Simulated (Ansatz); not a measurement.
# In3SbAs2: the cost of one run

Computed with Ansatz 0.2.0 (DFT PBE, scalar-relativistic, plane waves, PAW, unless a step's input says otherwise).

### 1 The starting structure

It takes space group P3m1 (No. 156, trigonal). The conventional cell has a = 4.481 Å, b = 4.481 Å, c = 10.991 Å, α = 90.00°, β = 90.00°, γ = 120.00°. In (site symmetry 3m) has 3 As at 2.72 Å and 1 Sb at 2.87 Å in its first shell of neighbours. In (site symmetry 3m) has 4 As at 2.69 to 2.72 Å in its first shell of neighbours. In (site symmetry 3m) has 1 As at 2.67 Å and 3 Sb at 2.80 Å in its first shell of neighbours. Around Sb (site symmetry 3m) lie 4 In at 2.80 to 2.87 Å. Around As (site symmetry 3m) lie 4 In at 2.69 to 2.72 Å. As (site symmetry 3m) is surrounded by 4 In at 2.67 to 2.72 Å.

As a file:

```
CELL_PARAMETERS angstrom
4.48101 0.00000 0.00000
-2.24050 3.88066 0.00000
0.00000 0.00000 10.99113
ATOMIC_POSITIONS crystal
In 0.00000 0.00000 0.98771
In 0.33333 0.66667 0.66642
In 0.66667 0.33333 0.34672
Sb 0.00000 0.00000 0.24846
As 0.33333 0.66667 0.91080
As 0.66667 0.33333 0.58989
```

The cell was relaxed beforehand at this level, from a generated guess; it is a trial structure. At a tolerance of 0.05 Å it has space group P3m1 (No. 156); it has 31.85 Å³/atom, an uncorrected energy of -0.18 eV/atom over the elements.

### 2 Static run: bands, density of states and charges

input.yaml

```yaml
crystal:
  lattice:
    - [4.4810051781, 0.0, 0.0]
    - [-2.2405025891, 3.8806643188, 0.0]
    - [0.0, 0.0, 10.9911255865]
  atoms:
    - { symbol: In, position: [0.0, 0.0, 0.98771276] }
    - { symbol: In, position: [0.3333333333, 0.6666666667, 0.6664183526] }
    - { symbol: In, position: [0.6666666667, 0.3333333333, 0.3467162063] }
    - { symbol: Sb, position: [0.0, 0.0, 0.2484604018] }
    - { symbol: As, position: [0.3333333333, 0.6666666667, 0.9108004756] }
    - { symbol: As, position: [0.6666666667, 0.3333333333, 0.5898918034] }
basis:
  ecutwfc: 420
kpoints:
  mp_grid: { grid: [12, 12, 4] }
  band_path:
    path:
      - [[0.0, 0.0, 0.0], [0.5, 0.0, 0.0], [0.33333333, 0.33333333, 0.0], [0.0, 0.0, 0.0], [0.0, 0.0, 0.5], [0.5, 0.0, 0.5], [0.33333333, 0.33333333, 0.5], [0.0, 0.0, 0.5]]
      - [[0.5, 0.0, 0.5], [0.5, 0.0, 0.0]]
      - [[0.33333333, 0.33333333, 0.5], [0.33333333, 0.33333333, 0.0]]
    npoints: 14
hamiltonian:
  xc: pbe
scf:
  occupations: { method: gaussian, width: 0.1 }
  n_extra_bands: 15
output:
  forces: true
  stress: true
  eigenvalues: true
  populations: true
  dos: { projected: true, de: 0.02, nscf_kmesh: { grid: [15, 15, 5] } }
  bader: true
  write_density: true
  write_potential: true
  elf: true
  volumetric_format: npy
```

Launch:

```bash
$ ansatz run input.yaml --threads 1 --pin off --max-ram 2560MiB --backend cpu --events-out ev --progress --plain --runs-dir out
```

What time and memory should one allow on 1 thread of Intel Xeon 6975P-C (Granite Rapids), shared host?

About 2.8 min, with a peak of 1.2 GiB.
